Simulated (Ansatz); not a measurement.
# TaC (quartet): from Hartree-Fock to the top rungs, def2-TZVPP

The task here is to estimate one member of a computed series from the others.

Program: Ansatz 0.2.0, Gaussian basis. Level of theory: def2-TZVPP, core rule «outside noble gas», up to 5 orbitals frozen. These are calculated values, not measurements.

Plan: UHF; ROHF; CCSD(T) on UHF.

2 further runs of the same task are left out: 2 set aside as unsound or not needed.

### What is computed

The geometry is a PBE0/def2-TZVP stationary point (not a proven minimum) of the parent state, kept for this charge and spin. No spin-orbit coupling is included. Elements past krypton take def2 core potentials.

2 atoms, charge 0, spin multiplicity 4.

Atoms are counted from 1 here; the program's logs count them from 0.

Bond lengths: Ta1–C2 1.746 Å.

The first run:

The input, in.yaml:

```yaml
crystal:
  periodic: [false, false, false]
  atoms:
    - {symbol: Ta, position_ang: [0.000000, 0.000000, 0.000000]}
    - {symbol: C, position_ang: [0.000000, 0.000000, 1.745600]}
basis:
  gaussian: {orbitals: def2-TZVPP}
magnetization: {spin_polarized: true, initial_magnetization: 3}
hamiltonian: {xc: hf}
output: {orbitals: {seedname: orbitals}}
```

Launch:

```
ansatz run in.yaml --threads 1 --pin off --events-out ev --progress --plain --max-ram 4096MiB --backend cpu
```

Among the steps run: UHF; ROHF; CCSD(T) on UHF.

One table of the session follows, with a row left open; its other results are not shown here.

It belongs to the step «Misses and costs». 

```
  method  from UCCSD(T) (meV)
    ROHF                    ?
     UHF              +7409.8
    UMP2              +1152.7
   UCCSD               +499.2
UCCSD(T)                    0
```

Estimate the missing values for ROHF.

**Answer.** from UCCSD(T) (meV): +7819.9. In the column «from UCCSD(T) (meV)» it is the highest.
